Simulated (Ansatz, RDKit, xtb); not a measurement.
# C3H9AlOS: which of the isomers drawn lies lowest?, part 2 of 2

A sample of isomers of C3H9AlOS is drawn. Aim: find which of them has the lowest free energy at 298.15 K, then its properties. The sample is small against all isomers, and the most stable one of this formula need not be in it.

xtb, Ansatz and PySCF; isolated molecules. The steps go on from the part before.

**9. Energies at the top level**

Single points at CCSD(T)/def2-SVP + MP2/def2-TZVPP - MP2/def2-SVP on the refined geometries decide the order.

c058a, CCSD(T)/def2-SVP:

Input file input.yaml:

```yaml
crystal:
  periodic: [false, false, false]
  atoms:
    - {symbol: C, position_ang: [-0.599198, -3.228826, 0.267696]}
    - {symbol: C, position_ang: [1.815082, -0.660121, -1.392229]}
    - {symbol: C, position_ang: [-1.449082, 0.872396, 2.044400]}
    - {symbol: Al, position_ang: [0.419181, -0.527444, -0.044956]}
    - {symbol: O, position_ang: [-0.498881, -1.857020, 0.501997]}
    - {symbol: S, position_ang: [-0.100620, 1.368255, 0.893253]}
    - {symbol: H, position_ang: [-1.613253, -3.491422, -0.086243]}
    - {symbol: H, position_ang: [-0.418407, -3.797756, 1.198307]}
    - {symbol: H, position_ang: [0.122557, -3.592520, -0.490377]}
    - {symbol: H, position_ang: [2.613567, -1.355914, -1.082210]}
    - {symbol: H, position_ang: [2.285663, 0.316072, -1.592285]}
    - {symbol: H, position_ang: [1.419033, -1.039386, -2.349950]}
    - {symbol: H, position_ang: [-1.653205, -0.204543, 1.976022]}
    - {symbol: H, position_ang: [-1.146028, 1.126482, 3.069494]}
    - {symbol: H, position_ang: [-2.355361, 1.437451, 1.786317]}
basis:
  gaussian: {orbitals: def2-SVP}
correlation: {method: ccsd_t, frozen_orbitals: {S: 5, O: 1, H: 0, C: 1, Al: 5}}
```

On the command line:

```sh
ansatz run input.yaml --threads 4 --pin off --max-ram 7830MiB --events-out events.jsonl --progress --plain --runs-dir runs
```

Output, cut to the lines that bear on the results:

```text
Warning: RAYON_NUM_THREADS=4 ignored (pool sized by the plan → 4); use --threads N
Functional definition: HF
  name "HF"
[...]
1356 factors; integrals over basis functions are off by at most 1.1e-3 eV
[...]
mean field -22664.43838851 eV, -832.9027482696 hartree, gradient 2.0e-6 eV, S^2 0.000000; 0 other end points of the search recorded, 0 dependent functions left out
14 core orbitals not correlated: weight in the atoms' cores, before any rotation towards them, 1.000 or more for the frozen orbitals, at most 0.000 for the correlated occupied ones
reference -22664.43838851 eV, -832.9027482696 hartree; 18, 18 occupied and 105, 105 virtual orbitals, 1356 factors
second order -21.93499327 eV of doubles, -0.00000000 eV of singles
cycle   1  -23.11104413 eV  change    -1.2e0 eV  update   1.1e-1
[...]
cycle   9  -23.83391308 eV  change   -2.9e-6 eV  update   1.9e-5
perturbative correction -0.65624082 eV, -0.0241164051 hartree
Total energy: -22688.92854240 eV, -833.8027448251 hartree
```

It took 17 s on 4 threads of Arm Neoverse V1, shared host; peak memory 0.96 GiB.

**10. c058a at MP2/def2-TZVPP**

input.yaml, as its differences from that of step 9:

```diff
@@ -19,3 +19,6 @@
 basis:
-  gaussian: {orbitals: def2-SVP}
-correlation: {method: ccsd_t, frozen_orbitals: {S: 5, O: 1, H: 0, C: 1, Al: 5}}
+  gaussian:
+    orbitals: def2-TZVPP
+correlation:
+  method: mp2
+  frozen_orbitals: {S: 5, O: 1, H: 0, C: 1, Al: 5}
```

On the command line:

```sh
ansatz run input.yaml --threads 4 --pin off --max-ram 7830MiB --events-out events.jsonl --progress --plain --runs-dir runs
```

Output:

```text
Warning: RAYON_NUM_THREADS=4 ignored (pool sized by the plan → 4); use --threads N
[... 2 set-up lines as earlier in the session ...]
  exchange = exact_x
  correlation = 0
1944 factors; integrals over basis functions are off by at most 1.2e-3 eV
mean field evaluation 1: about -22671.7745 eV, gradient 4.5e1 eV
mean field evaluation 2: about -22672.0429 eV, gradient 4.5e1 eV
mean field evaluation 4: about -22676.5483 eV, gradient 5.2e0 eV
mean field evaluation 8: about -22676.6409 eV, gradient 3.3e-1 eV
mean field evaluation 16: about -22676.6416 eV, gradient 2.2e-6 eV
mean field -22676.64157236 eV, -833.3512070045 hartree, gradient 2.2e-6 eV, S^2 0.000000; 0 other end points of the search recorded, 0 dependent functions left out
14 core orbitals not correlated: weight in the atoms' cores, before any rotation towards them, 1.000 or more for the frozen orbitals, at most 0.000 for the correlated occupied ones
reference -22676.64157236 eV, -833.3512070045 hartree; 18, 18 occupied and 302, 302 virtual orbitals, 1944 factors
second order -27.71469983 eV of doubles, -0.00000000 eV of singles
Total energy: -22704.35627219 eV, -834.3697034377 hartree
```

It took 7.5 s on 4 threads of Arm Neoverse V1, shared host; peak memory 1 GiB.

**11. c851a at CCSD(T)/def2-SVP**

Input file input.yaml:

```yaml
crystal:
  periodic: [false, false, false]
  atoms:
    - symbol: C
      position_ang: [0.163300, 0.616058, -1.956793]
    - symbol: C
      position_ang: [1.397368, 0.801421, -1.090879]
    - symbol: C
      position_ang: [2.739770, -1.655755, 2.475001]
    - symbol: Al
      position_ang: [0.187488, -0.200364, 1.403762]
    - symbol: O
      position_ang: [1.279881, 0.180180, 0.159932]
    - symbol: S
      position_ang: [0.997495, -1.410583, 3.018291]
    - symbol: H
      position_ang: [-0.042363, -0.455933, -2.110990]
    - symbol: H
      position_ang: [-0.723422, 1.071787, -1.486276]
    - symbol: H
      position_ang: [0.300189, 1.083167, -2.945214]
    - symbol: H
      position_ang: [1.599523, 1.881960, -0.952764]
    - symbol: H
      position_ang: [2.281858, 0.382331, -1.607099]
    - symbol: H
      position_ang: [-1.320571, 0.266550, 1.450751]
    - symbol: H
      position_ang: [2.935559, -1.143477, 1.523462]
    - symbol: H
      position_ang: [3.406481, -1.257953, 3.252303]
    - symbol: H
      position_ang: [2.922155, -2.732953, 2.359300]
basis:
  gaussian:
    orbitals: def2-SVP
correlation:
  method: ccsd_t
  frozen_orbitals: {S: 5, O: 1, H: 0, C: 1, Al: 5}
```

On the command line:

```sh
ansatz run input.yaml --threads 4 --pin off --max-ram 7830MiB --events-out events.jsonl --progress --plain --runs-dir runs
```

Output, cut to the lines that bear on the results:

```text
Warning: RAYON_NUM_THREADS=4 ignored (pool sized by the plan → 4); use --threads N
[... 2 set-up lines as earlier in the session ...]
[...]
1354 factors; integrals over basis functions are off by at most 1.3e-3 eV
[...]
mean field -22664.20236160 eV, -832.8940744406 hartree, gradient 2.8e-6 eV, S^2 0.000000; 0 other end points of the search recorded, 0 dependent functions left out
14 core orbitals not correlated: weight in the atoms' cores, before any rotation towards them, 1.000 or more for the frozen orbitals, at most 0.000 for the correlated occupied ones
reference -22664.20236160 eV, -832.8940744406 hartree; 18, 18 occupied and 105, 105 virtual orbitals, 1354 factors
second order -21.91535462 eV of doubles, -0.00000000 eV of singles
cycle   1  -23.09055843 eV  change    -1.2e0 eV  update   1.1e-1
[...]
cycle   9  -23.84078409 eV  change   -7.0e-6 eV  update   2.1e-5
perturbative correction -0.66285125 eV, -0.0243593342 hartree
Total energy: -22688.70599694 eV, -833.7945664303 hartree
```

Run time: 18 s. Hardware: 4 threads of Arm Neoverse V1, shared host; peak memory 0.96 GiB.

**12. Putting it together**

Energies in kcal/mol from c058a; G adds the thermal terms to the CCSD(T)/def2-SVP + MP2/def2-TZVPP - MP2/def2-SVP energy. The columns left of the relaxed level are at the tight-binding geometries.

```
label               SMILES     spin  GFN2-xTB  HF/STO-3G  r2SCAN-D4/def2-SVP  r2SCAN-D4/def2-SVP, relaxed  HF/def2-SVP  MP2/def2-SVP  CCSD(T)/def2-SVP + MP2/def2-TZVPP - MP2/def2-SVP     G  share at equilibrium     T1
c058a  C[O][Al]([CH3])[S]C  singlet       0.0        0.0                 0.0                          0.0          0.0           0.0                                               0.0   0.0               100.0 %  0.011
c851a       CC[O][AlH][S]C  singlet     -16.0        9.1                 7.4                          7.0          5.4           5.9                                               7.9   8.3               < 0.1 %  0.012
c200c       CC[S][AlH][O]C  singlet     -16.0       12.3                 9.8                          8.9          7.5           6.8                                               9.3  10.6               < 0.1 %  0.012
```

Lowest found: c058a, `C[O][Al]([CH3])[S]C`, a singlet. Bond lengths: C2–Al4 1.945 Å, C1–O5 1.395 Å, Al4–O5 1.706 Å, C3–S6 1.841 Å, Al4–S6 2.178 Å, C1–H7 1.106 Å, C1–H8 1.106 Å, C1–H9 1.108 Å, C2–H10 1.104 Å, C2–H11 1.102 Å, C2–H12 1.104 Å, C3–H13 1.098 Å, C3–H14 1.099 Å, C3–H15 1.099 Å. Some angles: C2–Al4–O5 123.7°, C2–Al4–S6 121.9°, O5–Al4–S6 114.3°, C1–O5–Al4 138.7°, C3–S6–Al4 102.1°, Al4–C2–H10 111.6°, Al4–C2–H11 111.8°, Al4–C2–H12 111.5°, O5–C1–H7 110.7°, O5–C1–H8 110.7°.

```xyz
15

C    -0.5992   -3.2288    0.2677
C     1.8151   -0.6601   -1.3922
C    -1.4491    0.8724    2.0444
Al    0.4192   -0.5274   -0.0450
O    -0.4989   -1.8570    0.5020
S    -0.1006    1.3683    0.8933
H    -1.6133   -3.4914   -0.0862
H    -0.4184   -3.7978    1.1983
H     0.1226   -3.5925   -0.4904
H     2.6136   -1.3559   -1.0822
H     2.2857    0.3161   -1.5923
H     1.4190   -1.0394   -2.3500
H    -1.6532   -0.2045    1.9760
H    -1.1460    1.1265    3.0695
H    -2.3554    1.4375    1.7863
```

**13. Outcome**

The summary covers parts 1 to 2.

```
                                 quantity                                                                    value
                   lowest structure found                                             C[O][Al]([CH3])[S]C, singlet
                            next finalist                        CC[O][AlH][S]C, singlet, 8.3 kcal/mol higher in G
share at equilibrium, among the finalists                                                                  100.0 %
                                   funnel  12 starts, 11 minima at GFN2-xTB, 8 screening runs, 3 relaxed, 3 ranked
                     CPU time of all runs                                                                   17 min
```

What this shows: The search ends on `C[O][Al]([CH3])[S]C`. Among the finalists first place is clear (8.3 kcal/mol); structures outside the list aren't covered. HF/STO-3G, r2SCAN-D4/def2-SVP, r2SCAN-D4/def2-SVP, relaxed, HF/def2-SVP and MP2/def2-SVP already put its bonding pattern lowest among the structures in one piece; GFN2-xTB favours the singlet CC[O][AlH][S]C (c851b, not a finalist). The largest share of the time went into the relaxations (62 %). One minimum inside the window was never screened. The search is not exhaustive (a finite list of starts, one conformer a finalist), so a lower isomer can't be ruled out. Only 4 drawn patterns were tried, so whole families of isomers are missing, and the result ranks this sample alone.
